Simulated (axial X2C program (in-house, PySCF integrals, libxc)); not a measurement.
**ClSnCl: bond lengths and stretches, held linear**

Aim: the two bond lengths and stretching wavenumbers of linear ClSnCl, with and without spin–orbit coupling, at PBE0, HF, PBE, MP2.

Program: an in-house X2C program for linear molecules on PySCF integrals. Level of theory: all-electron X2C, two-component (2c) or spin-free, Cl dyall-av3z, Sn dyall-v3z. These are calculated values, not measurements.

All values are calculated.

2 further runs of the same task are left out: 2 set aside as unsound or not needed.

### 1 Set-up

Contents of task.json:

```json
{
 "zs": [
  17,
  50,
  17
 ],
 "q": 0,
 "bas": [
  "dyall-av3z",
  "dyall-v3z",
  "dyall-av3z"
 ],
 "r0": [
  2.39,
  2.39
 ],
 "symm": 1,
 "scan": [
  "PBE0",
  "HF",
  "PBE"
 ],
 "levels": [
  "PBE0",
  "HF",
  "r2SCAN"
 ],
 "nst": 2
}
```

Keys: zs atomic numbers; q charge; bas basis sets; r0 starting distance in Å; symm equal bonds; scan levels of the two-bond scan (MP2 follows by itself at each HF point); levels methods; nst determinants followed.

The run is started by

```sh
python solin.py task.json out
```

Masses Cl 34.969, Sn 119.902, Cl 34.969 u.

### 2 Scan at PBE0, 2c

State: Ω = 0 (all partner blocks equally filled). Energies above the lowest point, from the job's result record:

| r(Cl–Sn) (Å) | r(Sn–Cl) (Å) | E (meV) |
| --- | --- | --- |
| 2.4424 | 2.4424 | 39.74 |
| 2.4424 | 2.5050 | 15.72 |
| 2.4424 | 2.5676 | 24.27 |
| 2.5050 | 2.4424 | 15.72 |
| 2.5050 | 2.5050 | 0.00 |
| 2.5050 | 2.5676 | 16.36 |
| 2.5050 | 2.6303 | 57.96 |
| 2.5676 | 2.4424 | 24.27 |
| 2.5676 | 2.5050 | 16.36 |
| 2.5676 | 2.5676 | 40.09 |
| 2.6303 | 2.5050 | 57.96 |
| 2.6303 | 2.6303 | 143.68 |

A quadratic surface with cubic terms in each bond gives the minimum at 2.503 and 2.503 Å, force constants 1.31, 1.31 and coupling 0.30 mdyn/Å.

### 3 Scan at HF, 2c

State: Ω = 0 (all partner blocks equally filled). Energies above the lowest point, from the job's result record:

| r(Cl–Sn) (Å) | r(Sn–Cl) (Å) | E (meV) |
| --- | --- | --- |
| 2.4424 | 2.4424 | 88.80 |
| 2.4424 | 2.5050 | 41.17 |
| 2.4424 | 2.5676 | 26.56 |
| 2.5050 | 2.4424 | 41.17 |
| 2.5050 | 2.5050 | 4.34 |
| 2.5050 | 2.5676 | 0.00 |
| 2.5050 | 2.6303 | 21.26 |
| 2.5676 | 2.4424 | 26.56 |
| 2.5676 | 2.5050 | 0.00 |
| 2.5676 | 2.5676 | 5.45 |
| 2.6303 | 2.5050 | 21.26 |
| 2.6303 | 2.6303 | 75.44 |

A quadratic surface with cubic terms in each bond gives the minimum at 2.536 and 2.536 Å, force constants 1.18, 1.18 and coupling 0.40 mdyn/Å.

### 4 Scan at PBE, 2c

State: Ω = 0 (all partner blocks equally filled). Energies above the lowest point, from the job's result record:

| r(Cl–Sn) (Å) | r(Sn–Cl) (Å) | E (meV) |
| --- | --- | --- |
| 2.4424 | 2.4424 | 64.27 |
| 2.4424 | 2.5050 | 28.40 |
| 2.4424 | 2.5676 | 25.55 |
| 2.5050 | 2.4424 | 28.40 |
| 2.5050 | 2.5050 | 0.00 |
| 2.5050 | 2.5676 | 4.18 |
| 2.5050 | 2.6303 | 33.99 |
| 2.5676 | 2.4424 | 25.55 |
| 2.5676 | 2.5050 | 4.18 |
| 2.5676 | 2.5676 | 14.96 |
| 2.6303 | 2.5050 | 33.99 |
| 2.6303 | 2.6303 | 92.75 |

A quadratic surface with cubic terms in each bond gives the minimum at 2.523 and 2.523 Å, force constants 1.24, 1.24 and coupling 0.27 mdyn/Å.

### 5 Comparison

| level | r(Cl–Sn) (Å) | r(Sn–Cl) (Å) | lower stretch (cm⁻¹) | upper stretch (cm⁻¹) |
| --- | --- | --- | --- | --- |
| PBE0, 2c | 2.503 | 2.503 | 278.3 | 279.4 |
| HF, 2c | 2.536 | 2.536 | 245.0 | 276.9 |
| PBE, 2c | 2.523 | 2.523 | 270.5 | 272.9 |
| MP2, 2c | 2.490 | 2.490 | 288.1 | 294.7 |
| PBE0, spin-free | 2.502 | 2.502 | 278.7 | 279.7 |
| HF, spin-free | 2.535 | 2.535 | 245.6 | 277.0 |
| PBE, spin-free | 2.522 | 2.522 | 270.9 | 273.4 |
| MP2, spin-free | 2.489 | 2.489 | 288.3 | 294.9 |

Scans not shown above were run alike.

In words: Over the levels the Cl–Sn bond spans 2.489 to 2.536 Å and the Sn–Cl bond 2.489 to 2.536 Å. At PBE0 spin–orbit coupling leaves both bonds unchanged to 0.001 Å. Each state is one determinant, the lowest of a limited PBE0 search; the stretches come from a fit to few points and are good to some per cent at best. The stretches are sorted by size, and where the two bonds are alike the symmetric and antisymmetric modes can swap order between levels. MP2 freezes inner shells (threshold -2 hartree). The molecule was held linear; bending was not examined, so a bent shape may lie lower.
